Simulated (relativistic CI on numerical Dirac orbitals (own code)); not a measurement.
# Pm⁺: one ion under different settings

How much do the settings matter for Pm⁺? One ion, several inputs.

Program: relativistic CI on numerical Dirac orbitals (own code) version 3. Level of theory: Dirac-Coulomb-Breit CI, KLI orbitals optimised for each configuration, model QED (radiative potential, 1s self-energy scaled to tabulated hydrogen-like ionisation energies), numerical settings as typed. These are calculated values, not measurements, unless marked.

## Step 1: What is computed

```
ion            : Pm⁺ (Pm II)
nuclear charge : 61
electrons      : 60
isotope        : A = 145
```

## Step 2: Usual settings

The run's settings:

```ini
atom Pm  Z=61  charge=1  electrons=60
nucleus A=145  rms_radius_fm=4.9620
hamiltonian dirac-coulomb  breit=on  qed=on  c_scale=1
orbitals kli  potential=per-configuration
slater_scale 1
correlation none
mixing on
grid step=0.0125 r_max=161.8
scf mixing=0.4 start=green max_iterations=150 tolerance=2e-08 node_fill=0.05
configurations
  [Xe] 4f5 6s
  [Xe] 4f4 6s2
  [Xe] 4f4 7s2
end
```

Started as:

```
> python run_levels.py task.json out
```

One command runs all members of the session, one after another, from task.json.

## Step 3: Iteration limit 30

Settings: those of step 2 with these lines changed.

```diff
@@ -8,3 +8,3 @@
 grid step=0.0125 r_max=161.8
-scf mixing=0.4 start=green max_iterations=150 tolerance=2e-08 node_fill=0.05
+scf mixing=0.4 start=green max_iterations=30 tolerance=2e-08 node_fill=0.05
 configurations
```

## Step 4: Grid step 0.03, Breit term off, nuclear radius 6.4506

The run's settings:

```ini
atom Pm  Z=61  charge=1  electrons=60
nucleus A=145  rms_radius_fm=6.4506
hamiltonian dirac-coulomb  breit=off  qed=on  c_scale=1
orbitals kli  potential=per-configuration
slater_scale 1
correlation none
mixing on
grid step=0.03 r_max=161.8
scf mixing=0.4 start=green max_iterations=150 tolerance=2e-08 node_fill=0.05
configurations
  [Xe] 4f5 6s
  [Xe] 4f4 6s2
  [Xe] 4f4 7s2
end
```

## Step 5: Tolerance 1e-10, iteration limit 20

The run's settings:

```ini
atom Pm  Z=61  charge=1  electrons=60
nucleus A=145  rms_radius_fm=4.9620
hamiltonian dirac-coulomb  breit=on  qed=on  c_scale=1
orbitals kli  potential=per-configuration
slater_scale 1
correlation none
mixing on
grid step=0.0125 r_max=161.8
scf mixing=0.4 start=green max_iterations=20 tolerance=1e-10 node_fill=0.05
configurations
  [Xe] 4f5 6s
  [Xe] 4f4 6s2
  [Xe] 4f4 7s2
end
```

## Step 6: Tolerance 1e-06

Settings: those of step 5 with these lines changed.

```diff
@@ -8,3 +8,3 @@
 grid step=0.0125 r_max=161.8
-scf mixing=0.4 start=green max_iterations=20 tolerance=1e-10 node_fill=0.05
+scf mixing=0.4 start=green max_iterations=150 tolerance=1e-06 node_fill=0.05
 configurations
```

## Step 7: Nuclear radius 4961.9995

The run's settings:

```ini
atom Pm  Z=61  charge=1  electrons=60
nucleus A=145  rms_radius_fm=4961.9995
hamiltonian dirac-coulomb  breit=on  qed=on  c_scale=1
orbitals kli  potential=per-configuration
slater_scale 1
correlation none
mixing on
grid step=0.0125 r_max=161.8
scf mixing=0.4 start=green max_iterations=76 tolerance=2e-08 node_fill=0.05
configurations
  [Xe] 4f5 6s
  [Xe] 4f4 6s2
  [Xe] 4f4 7s2
end
```

## Step 8: Slater scale -1

The run's settings:

```ini
atom Pm  Z=61  charge=1  electrons=60
nucleus A=145  rms_radius_fm=4.9620
hamiltonian dirac-coulomb  breit=on  qed=on  c_scale=1
orbitals kli  potential=per-configuration
slater_scale -1
correlation none
mixing on
grid step=0.0125 r_max=161.8
scf mixing=0.4 start=green max_iterations=87 tolerance=2e-08 node_fill=0.05
configurations
  [Xe] 4f5 6s
  [Xe] 4f4 6s2
  [Xe] 4f4 7s2
end
```

(Steps that only read results are left out.)

**Question.** What will these runs give? Wanted: lowest level, usual settings; total energy; first excitation.

**Answer**, as computed:

| setting | total energy less usual (Ha) | largest shift of a level among the lowest eight of both runs, same label and place (cm⁻¹) | SCF iterations | time | lowest level | kind of change |
| --- | --- | --- | --- | --- | --- | --- |
| usual | 0 | 0 | 42 | 0.66 s | 4f5 6s 7H°2 | - |
| iteration limit 30 | 0 | 0 | 42 | 0.63 s | 4f5 6s 7H°2 | numerical |
| grid step 0.03, Breit term off, nuclear radius 6.4506 | -8.44 | 503 | 39 | 0.36 s | 4f5 6s 7H°2 | unphysical constant |
| tolerance 1e-10, iteration limit 20 | 0 | 0 | 51 | 0.66 s | 4f5 6s 7H°2 | numerical |
| tolerance 1e-06 | 0 | 0.00598 | 36 | 0.57 s | 4f5 6s 7H°2 | numerical |
| nuclear radius 4961.9995 | 4.47e+03 | 5360 | 36 | 0.55 s | 4f5 6s 7H°2 | unsound |
| Slater scale -1 | -0.303 | - | 42 | 0.57 s | 4f4 6s2 1S0 | unsound |

| quantity | value |
| --- | --- |
| lowest level, usual settings | 4f5 6s 7H°2 |
| total energy | -10007.4404 Ha |
| first excitation | 501.9 cm⁻¹ |

**Reading.** The lowest level changes under «Slater scale -1». Among the runs whose levels can be followed, they move most under «nuclear radius 4961.9995» (unsound), by up to 5360 cm⁻¹. No visible change in the result comes from «iteration limit 30» or «tolerance 1e-10, iteration limit 20» or «tolerance 1e-06». Only the listed configurations are in the model. Near neutrality, missing correlation can shift configurations against each other by thousands of cm⁻¹.
